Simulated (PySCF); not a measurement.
# CH6B2FN: the cost of one run

Computed with PySCF 2.14.0, with density-fitted response routines of our own, on a single molecule in the gas phase. Atoms count from 0, in the outputs and in this text.

## 1. The starting structure

11 atoms, charge 0, multiplicity 1; geometry from: PBE0-D3(BJ)/def2-SVP.

Bonds of the start (Å): B0–N1 1.39, N1–C2 1.44, C2–B3 1.56, B3–F4 1.32, B0–H5 1.21, B0–H6 1.21, N1–H7 1.01, C2–H8 1.10, C2–H9 1.11, B3–H10 1.21.

## 2. Nuclear shieldings: HF/pcSseg-2

Job settings and geometry (Å):

```
{"job": {"kind": "nmr", "xc": "HF", "basis": "pcSseg-2", "pop": false}, "charge": 0, "multiplicity": 1}
B     -1.927809    -0.031761     0.208394
N     -0.595058    -0.335630     0.448834
C      0.499382    -0.276446    -0.491509
B      1.776387     0.493739    -0.018643
F      1.842470     0.952656     1.220131
H     -2.261652     0.298852    -0.908187
H     -2.716524    -0.104998     1.122063
H     -0.313105    -0.583093     1.391444
H      0.151222     0.176947    -1.436424
H      0.843465    -1.289173    -0.797631
H      2.739949     0.664569    -0.731986
```

Level: GIAO HF/pcSseg-2 NMR shielding, non-relativistic, gas phase.

Command:

```console
OMP_NUM_THREADS=1 python probes_run.py task.json out
```

This one command runs all jobs of the session in turn.

Q: Estimate the wall time and peak memory of this first job on 1 thread of Arm Neoverse V1, shared host.

About 15 s, with a peak of 1.1 GiB.
